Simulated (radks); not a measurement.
# Mn⁺ in [Ar] 3d5 4s1: an all-electron calculation

An exercise on one series of results from a longer session: the logs are not shown, and one member is left open.

Program: radks (a radial shooting solver on a logarithmic mesh, Libxc functionals) version 1. Level of theory: scalar-relativistic Kohn-Sham, r2SCAN, spin-polarised, spherical densities, finite nucleus; open shells are filled with parallel spins first. These are calculated values, not measurements, unless marked.

## The system

```
element            : manganese (Z = 25)
charge             : +1
electrons          : 24
configuration      : [Ar] 3d5 4s1
nuclear rms radius : 3.7057 fm
```

Outer shells as boxes (Hund's rule):

Mn⁺
```
[Ar] core
3d [↑ ][↑ ][↑ ][↑ ][↑ ]
4s [↑ ]
```

The first run:

Settings of this run:

```text
Z 25
configuration [Ar] 3d5 4s1 4p0 5s0 4d0 4f0
relativity scalar-relativistic
functional r2scan,r2scan
spin polarised
nucleus finite rms 3.7057 fm
c 137.035999084
```

Run with:

```sh
$ python run_ks.py task.json out
```

This one command runs every case of the session in turn.

One of the session's tables, all rows but one given; the rest of the session is left out.

It belongs to the step «Shells». Sizes of the orbitals, from the radial functions (bohr):

```
  level      <r>  outermost maximum (interpolated)  90 % within  nodes
  1s up  0.06091                            0.0399        0.109      0
1s down  0.06091                            0.0399        0.109      0
  2s up   0.2791                             0.232        0.433      1
2s down   0.2784                             0.232        0.431      1
  2p up   0.2473                             0.189        0.405      0
2p down   0.2465                             0.188        0.404      0
  3s up   0.8510                             0.735         1.27      2
3s down   0.8556                             0.737         1.28      2
  3p up   0.9039                             0.752         1.39      1
3p down   0.9093                             0.755         1.40      1
  3d up    1.163                             0.762         2.01      0
  4s up    2.725                              2.34         4.04      3
3d down    1.231                             0.774         2.18      0
  4p up        ?                                 ?            ?      ?
```

Q: Estimate the row for 4p up from the others.

As computed: <r>: 3.281; outermost maximum (interpolated): 2.80; 90 % within: 4.88; nodes: 2. In the column «<r>» it is the highest.

Limits of these values: Open shells are spherical and high-spin; term and fine-structure splittings are not resolved.
